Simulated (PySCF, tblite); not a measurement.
**C₈H₉NO: infrared bands and NMR shifts**

Aim: predict the infrared bands and NMR shifts of C₈H₉NO (`C=C/C=C(\OC)C(=C)C#N`).

The runs use tblite 0.8.0 and PySCF 2.14.0, with density-fitted response routines of our own; the level of theory stands in each step. All values are computed, except where a source is named. Atoms are numbered from 0 throughout.

## 1. Starting geometry

19 atoms, charge 0, multiplicity 1; geometry from: GFN2-xTB.

Bonds of the start (Å): C0–C1 1.33, C1–C2 1.44, C2–C3 1.35, C3–O4 1.38, O4–C5 1.41, C3–C6 1.47, C6–C7 1.34, C6–C8 1.42, C8–N9 1.15, C0–H10 1.08, C0–H11 1.08, C1–H12 1.08, C2–H13 1.08, C5–H14 1.09, C5–H15 1.10, C5–H16 1.10, C7–H17 1.08, C7–H18 1.08.

## 2. Vibrational analysis with GFN2-xTB

Job settings and geometry (Å):

```
{"job": {"kind": "ir", "xc": "GFN2-xTB", "basis": "xTB"}, "charge": 0, "multiplicity": 1}
C      3.207926    -1.088163    -0.482971
C      2.120450    -0.603456     0.112594
C      0.800827    -0.705321    -0.450896
C     -0.305935    -0.198593     0.129219
O     -0.245530     0.422599     1.359937
C     -0.348495     1.831385     1.309027
C     -1.634892    -0.337788    -0.476128
C     -2.779992    -0.129926     0.189861
C     -1.684647    -0.723134    -1.840722
N     -1.747984    -1.024118    -2.944595
H      3.151504    -1.592905    -1.433672
H      4.185687    -0.994256    -0.043186
H      2.192060    -0.102982     1.068783
H      0.699508    -1.233375    -1.389101
H     -0.359431     2.171905     2.342807
H     -1.265122     2.156711     0.805849
H      0.512901     2.266857     0.790009
H     -2.770657     0.141495     1.231788
H     -3.737983    -0.247685    -0.286064
```

**Question.** This job is followed by: GIAO PBE0/pcSseg-1 NMR shielding, non-relativistic, gas phase. What will the session give for the following? strongest single infrared mode (GFN2-xTB); zero-point energy (GFN2-xTB); ¹³C shifts against TMS (PBE0/pcSseg-1); ¹H shifts against TMS (PBE0/pcSseg-1, means over atoms taken as alike); ¹⁷O shifts against H2O (PBE0/pcSseg-1); ¹⁵N shifts against NH3 (PBE0/pcSseg-1).

**Answer**, as computed:

| quantity | value |
| --- | --- |
| strongest single infrared mode (GFN2-xTB) | 2379 cm⁻¹, 147 km/mol |
| zero-point energy (GFN2-xTB) | 91.1 kcal/mol |
| ¹³C shifts against TMS (PBE0/pcSseg-1) | 160.9, 138.4, 135.9, 133.7, 129.3, 124.5, 122.3, 60.0 ppm |
| ¹H shifts against TMS (PBE0/pcSseg-1, means over atoms taken as alike) | 7.22, 6.75, 6.29, 6.27, 5.84, 5.74, 3.69 ppm |
| ¹⁷O shifts against H2O (PBE0/pcSseg-1) | 66.0 ppm |
| ¹⁵N shifts against NH3 (PBE0/pcSseg-1) | 319.0 ppm |

**Reading.** No mode is imaginary among the 51: a minimum at this level. The strongest single mode, at 2379 cm⁻¹, moves mainly C8 and N9. GFN2-xTB is a fitted tight-binding method: band positions and strengths are rough. Its intensities can rank the bands wrongly. H12 (hydrogen on an alkene CH) lies farthest downfield among hydrogen, at 7.22 ppm; attached to an sp2 carbon and in the plane of the double bond. At PBE0/pcSseg-1: The widest tensor belongs to N9: span 443 ppm, with a paramagnetic part of -393 ppm.
